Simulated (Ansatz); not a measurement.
# CsGdS2: the cost of one run

Method: DFT PBEsol+U (U_eff = 2 eV on Gd f), plane waves, PAW, no spin–orbit coupling unless a run says so, in Ansatz 0.2.0.

1 further run of the same task is left out (it didn't finish).

### Step 1. The system as given

The structure is trigonal, space group R-3m (No. 166). Conventional cell: a = 4.214 Å, b = 4.214 Å, c = 22.948 Å, α = 90.00°, β = 90.00°, γ = 120.00°. Around Cs (site symmetry -3m) lie 6 S at 3.35 Å. Gd (site symmetry -3m) is surrounded by 6 S at 2.87 Å. S (site symmetry 3m) is surrounded by 3 Gd at 2.87 Å and 3 Cs at 3.35 Å.

Coordinates:

```cif
data_structure
_symmetry_space_group_name_H-M 'P 1'
_symmetry_Int_Tables_number 1
_cell_length_a 8.0270
_cell_length_b 8.0270
_cell_length_c 8.0270
_cell_angle_alpha 30.436
_cell_angle_beta 30.436
_cell_angle_gamma 30.436
_cell_volume 117.64
loop_
_atom_site_label
_atom_site_type_symbol
_atom_site_fract_x
_atom_site_fract_y
_atom_site_fract_z
_atom_site_occupancy
Cs1 Cs 0.50000 0.50000 0.50000 1
Gd1 Gd 0.00000 0.00000 0.00000 1
S1 S 0.26670 0.26670 0.26670 1
S2 S 0.73330 0.73330 0.73330 1
```

An earlier series on this cell reached its lowest free state from «ferromagnetic start, free, symmetry kept, no search», perhaps among other starts.

### Step 2. Total moment locked, 6.30 μB per cell

Input file input.yaml:

```yaml
crystal:
  lattice:
    - [2.10705381, 1.21650809, 7.64940939]
    - [-2.10705381, 1.21650809, 7.64940939]
    - [0.0, -2.43301617, 7.64940939]
  atoms:
    - { symbol: Cs, position: [0.5, 0.5, 0.5] }
    - { symbol: Gd, position: [0.0, 0.0, 0.0], spin: 6.3 }
    - { symbol: S, position: [0.2667, 0.2667, 0.2667] }
    - { symbol: S, position: [0.7333, 0.7333, 0.7333] }
basis:
  ecutwfc: 420
  ecutrho_ratio: 4
kpoints:
  mp_grid: { grid: [5, 5, 5] }
hamiltonian:
  xc: pbesol
  hubbard:
    sites:
      - { site: 1, l: f, u_eff: 2.0, starting_ns: [{ spin: up, occupation_matrix: s1up }, { spin: down, occupation_matrix: s1down }] }
    occupation_matrices:
      s1up:
        matrix:
          - [0.97, 0.0, 0.0, 0.0, 0.0, 0.0, 0.0]
          - [0.0, 0.97, 0.0, 0.0, 0.0, 0.0, 0.0]
          - [0.0, 0.0, 0.97, 0.0, 0.0, 0.0, 0.0]
          - [0.0, 0.0, 0.0, 0.97, 0.0, 0.0, 0.0]
          - [0.0, 0.0, 0.0, 0.0, 0.97, 0.0, 0.0]
          - [0.0, 0.0, 0.0, 0.0, 0.0, 0.97, 0.0]
          - [0.0, 0.0, 0.0, 0.0, 0.0, 0.0, 0.97]
      s1down:
        matrix:
          - [0.02, 0.0, 0.0, 0.0, 0.0, 0.0, 0.0]
          - [0.0, 0.02, 0.0, 0.0, 0.0, 0.0, 0.0]
          - [0.0, 0.0, 0.02, 0.0, 0.0, 0.0, 0.0]
          - [0.0, 0.0, 0.0, 0.02, 0.0, 0.0, 0.0]
          - [0.0, 0.0, 0.0, 0.0, 0.02, 0.0, 0.0]
          - [0.0, 0.0, 0.0, 0.0, 0.0, 0.02, 0.0]
          - [0.0, 0.0, 0.0, 0.0, 0.0, 0.0, 0.02]
    ns_hold: { iters: 8 }
scf:
  occupations: { method: gaussian, width: 0.05 }
  lower_state_search: "off"
  max_iter: 150
output:
  forces: true
  stress: true
  eigenvalues: true
  populations: true
  hubbard: { sites: [{ site: 1, l: f }] }
magnetization:
  spin_polarized: true
  initial_magnetization: 6.3
  spin_locking: { lock_magnetization: hard }
```

At this filling each channel is wholly full or empty, so no choice of orbitals remains. The typed matrices put 0.97 on the chosen orbitals and 0.02 on the others, and are held for 8 cycles. The lock stays on to the end, so the result is a constrained state.

Started as:

```console
$ ansatz run input.yaml --threads 4 --pin off --max-ram 6144MiB --backend cpu --events-out ev --progress --plain --runs-dir out
```

What time and memory should one allow on 4 threads of Arm Neoverse V1, shared host?

About 6.2 s, with a peak of 0.6 GiB.
